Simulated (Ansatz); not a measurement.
# C3H10O3Si: the cost of one run

Program: Ansatz 0.2.0. Level of theory: RKS B3LYP/STO-3G. These are calculated values, not measurements.

**1. Starting point**

Bond lengths (14 of 16 bonds, heavy atoms first): Si1–O3 1.680 Å, O3–C4 1.420 Å, Si1–O8 1.679 Å, O8–C9 1.420 Å, Si1–O13 1.679 Å, O13–C14 1.420 Å, Si1–H2 1.460 Å, C4–H5 1.110 Å, C4–H6 1.110 Å, C4–H7 1.110 Å, C9–H10 1.110 Å, C9–H11 1.110 Å, C9–H12 1.110 Å, C14–H15 1.110 Å. Angles (14 of 27 angles, heavy atoms first): O3–Si1–O8 109.5°, O3–Si1–O13 109.5°, O8–Si1–O13 109.5°, Si1–O3–C4 125.0°, Si1–O8–C9 125.0°, Si1–O13–C14 125.0°, H2–Si1–O3 109.4°, H2–Si1–O8 109.5°, H2–Si1–O13 109.5°, O3–C4–H5 109.5°, O3–C4–H6 109.5°, O3–C4–H7 109.5°, O8–C9–H10 109.5°, O8–C9–H11 109.5°.

Structure file:

```xyz
17

Si    0.0000    0.0000    0.0000
H     0.0000    0.0000    1.4600
O     1.5842    0.0000   -0.5594
C     2.3503   -1.1632   -0.8360
H     1.7187   -1.9052   -1.3675
H     3.2179   -0.8926   -1.4733
H     2.7141   -1.6023    0.1163
O    -0.7913    1.3709   -0.5594
C    -2.1512    1.4177   -0.9653
H    -2.7687    0.8215   -0.2614
H    -2.5023    2.4707   -0.9639
H    -2.2473    0.9975   -1.9882
O    -0.7913   -1.3709   -0.5594
C    -1.5365   -2.2685    0.2501
H    -1.2251   -2.1576    1.3097
H    -2.6187   -2.0400    0.1571
H    -1.3490   -3.3106   -0.0830
```

**2. Relaxing the start**

Contents of input.yaml:

```yaml
crystal:
  periodic: [false, false, false]
  atoms:
    - { symbol: Si, position_ang: [0.0, 0.0, 0.0] }
    - { symbol: H, position_ang: [0.0, 0.0, 1.46] }
    - { symbol: O, position_ang: [1.5842, 0.0, -0.5594] }
    - { symbol: C, position_ang: [2.3503, -1.1632, -0.836] }
    - { symbol: H, position_ang: [1.7187, -1.9052, -1.3675] }
    - { symbol: H, position_ang: [3.2179, -0.8926, -1.4733] }
    - { symbol: H, position_ang: [2.7141, -1.6023, 0.1163] }
    - { symbol: O, position_ang: [-0.7913, 1.3709, -0.5594] }
    - { symbol: C, position_ang: [-2.1512, 1.4177, -0.9653] }
    - { symbol: H, position_ang: [-2.7687, 0.8215, -0.2614] }
    - { symbol: H, position_ang: [-2.5023, 2.4707, -0.9639] }
    - { symbol: H, position_ang: [-2.2473, 0.9975, -1.9882] }
    - { symbol: O, position_ang: [-0.7913, -1.3709, -0.5594] }
    - { symbol: C, position_ang: [-1.5365, -2.2685, 0.2501] }
    - { symbol: H, position_ang: [-1.2251, -2.1576, 1.3097] }
    - { symbol: H, position_ang: [-2.6187, -2.04, 0.1571] }
    - { symbol: H, position_ang: [-1.349, -3.3106, -0.083] }
basis:
  gaussian: { orbitals: STO-3G }
hamiltonian:
  xc: b3lyp
relax:
  f_tol: 0.02
  max_steps: 40
output:
  orbitals: {}
```

Launch:

```
> ansatz run input.yaml --threads 1 --pin off --max-ram 2048MiB --backend cpu --events-out ev --progress --plain --runs-dir out
```

What time and memory should one allow on 1 thread of Arm Neoverse V1, shared host?

About 2.6 min, with a peak of 0.14 GiB.
